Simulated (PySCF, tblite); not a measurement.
**C₈H₉ClOS: geometry, infrared bands and NMR shifts**

Wanted: the infrared bands and NMR shifts of C₈H₉ClOS (`CC(C)c1csc(C(=O)Cl)c1`), by calculation.

The runs use tblite 0.8.0 and PySCF 2.14.0, with density-fitted response routines of our own; the level of theory stands in each step. All values are computed, except where a source is named. Atoms count from 0, in the outputs and in this text.

## 1. The molecule as given

20 atoms, charge 0, multiplicity 1; geometry from: force field or distance geometry start.

Bonds of the start (Å): C0–C1 1.53, C1–C2 1.51, C1–C3 1.52, C3–C4 1.39, C4–S5 1.70, S5–C6 1.72, C6–C7 1.47, C7–O8 1.23, C7–Cl9 1.75, C6–C10 1.39, C10–C3 1.43, C0–H11 1.10, C0–H12 1.11, C0–H13 1.10, C1–H14 1.10, C2–H15 1.08, C2–H16 1.10, C2–H17 1.09, C4–H18 1.08, C10–H19 1.08.

## 2. Optimising the geometry with GFN2-xTB

Job settings and geometry (Å):

```
{"job": {"kind": "relax", "xc": "GFN2-xTB", "basis": "xTB"}, "charge": 0, "multiplicity": 1}
C     -1.808300     1.077400     0.919300
C     -1.492400    -0.111200     0.014800
C     -1.781600     0.202800    -1.436800
C     -0.060000    -0.571700     0.203400
C      0.297100    -1.830800     0.686100
S      1.982100    -2.045400     0.774600
C      2.301000    -0.458200     0.190700
C      3.695200    -0.016600     0.051100
O      4.659900    -0.733500     0.321200
Cl     3.869500     1.618100    -0.554100
C      1.110900     0.203100    -0.067100
H     -1.624600     0.843400     1.974300
H     -2.878600     1.355200     0.838000
H     -1.214300     1.959000     0.655100
H     -2.157500    -0.928400     0.323300
H     -1.578700    -0.653700    -2.070300
H     -2.845900     0.469700    -1.565600
H     -1.192500     1.043600    -1.802000
H     -0.359600    -2.634500     0.976700
H      1.073100     1.222500    -0.435900
```

Launch:

```sh
OMP_NUM_THREADS=1 python probes_run.py task.json out
```

One launch serves the whole session: the jobs run in the order shown.

**Question.** This job is followed by: GFN2-xTB harmonic vibrations, gas phase; GIAO PBE0/pcSseg-1 NMR shielding, non-relativistic, gas phase. Predict these results of the whole session: strongest single infrared mode (GFN2-xTB); zero-point energy (GFN2-xTB); 13C shifts against TMS (PBE0/pcSseg-1, means over atoms taken as alike); 1H shifts against TMS (PBE0/pcSseg-1, means over atoms taken as alike); 33S shifts against CS2 (PBE0/pcSseg-1); 17O shifts against H2O (PBE0/pcSseg-1); 35Cl shifts against HCl (PBE0/pcSseg-1).

As calculated:

```
                                                               quantity                                              value
                              strongest single infrared mode (GFN2-xTB)                              1791 cm⁻¹, 462 km/mol
                                           zero-point energy (GFN2-xTB)                                      93.3 kcal/mol
13C shifts against TMS (PBE0/pcSseg-1, means over atoms taken as alike)  166.4, 156.8, 145.7, 144.6, 143.2, 35.8, 26.7 ppm
 1H shifts against TMS (PBE0/pcSseg-1, means over atoms taken as alike)                         8.19, 7.44, 2.82, 1.32 ppm
                                 33S shifts against CS2 (PBE0/pcSseg-1)                                            241 ppm
                                 17O shifts against H2O (PBE0/pcSseg-1)                                          538.4 ppm
                                35Cl shifts against HCl (PBE0/pcSseg-1)                                            420 ppm
```

Relaxing lowered the energy by 0.184 eV in 36 steps; the close pair that moved most is C7–O8, from 1.232 to 1.190 Å. No mode is imaginary among the 54: a minimum at this level. The strongest single mode, at 1791 cm⁻¹, moves mainly C7 and O8. Unscaled tight-binding wavenumbers are off by several per cent, some by more. Its intensities can rank the bands wrongly. NICS(1)zz of -23 ppm above the planar ring from C3 marks a diatropic (aromatic) ring current.
